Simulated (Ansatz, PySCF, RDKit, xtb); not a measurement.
**Isomers of C3H7FO3Se, a sample narrowed down**

A sample of isomers of C3H7FO3Se is drawn. Aim: find which of them has the lowest free energy at 298.15 K, then its properties. The sample is small against all isomers, and the most stable one of this formula need not be in it.

The funnel: GFN2-xTB relaxations, single points with a density functional, relaxations at PBE0-D3(BJ)/def2-SVP, harmonic vibrations (at GFN2-xTB), and a last energy at a higher level. All values are calculated.

### Step 1. Possible bonding patterns

Isomers were taken from a list of plausible structures; this is a sample, not all of them. That gives 4 candidates.

```
label                   SMILES     spin
 c010        CC[Se](=O)(=O)OCF  singlet
 c066        C[Se](=O)(=O)COCF  singlet
 c758  CO[C@H](F)[Se](C)(=O)=O  singlet
 c780        COC[Se](=O)(=O)CF  singlet
```

Candidates are built by distance geometry, with a force field where one applies, in up to four conformers (letters a to d).

**Question.** With final energies at CCSD(T)/def2-SVP + MP2/def2-TZVPP - MP2/def2-SVP, which structure will this search put lowest in free energy, and by what margin?

| quantity | value |
| --- | --- |
| lowest structure found | CC[Se](=O)(=O)OCF, singlet |
| next finalist | C[Se](=O)(=O)COCF, singlet, 11.9 kcal/mol higher in G |
| share at equilibrium, among the finalists | 100.0 % |
| dipole moment (PBE0/def2-SVPD) | 3.65 D |
| HOMO energy (PBE0/def2-SVPD) | -9.07 eV |
| LUMO energy (PBE0/def2-SVPD) | -0.90 eV |
| HOMO–LUMO gap (PBE0/def2-SVPD) | 8.17 eV |
| lowest excitation (TD-PBE0/def2-SVPD) | 6.49 eV (f = 0.005) |
| strongest of the states computed, same level | 6.73 eV (f = 0.094) |
| lowest triplet excitation, same level, Tamm-Dancoff | 5.85 eV |
| vertical ionisation energy | 10.96 eV |
| vertical electron affinity | -0.70 eV (unbound: the value depends on the basis) |
| vertical triplet less singlet | +5.87 eV |

`CC[Se](=O)(=O)OCF` comes out lowest. Among the finalists first place is clear (11.9 kcal/mol); structures outside the list aren't covered. GFN2-xTB, HF/STO-3G, r2SCAN-D4/def2-SVP, PBE0-D3(BJ)/def2-SVP, HF/def2-SVP and MP2/def2-SVP already put its bonding pattern lowest among the structures in one piece. 7 minima inside the window were never screened. Lowest found is not proven lowest: the search is finite, and each finalist counts with one conformer. Only 4 drawn patterns were tried, so whole families of isomers are missing, and the result ranks this sample alone. The lowest isomer need not be the one that is made and kept in a bottle, which depends on barriers.
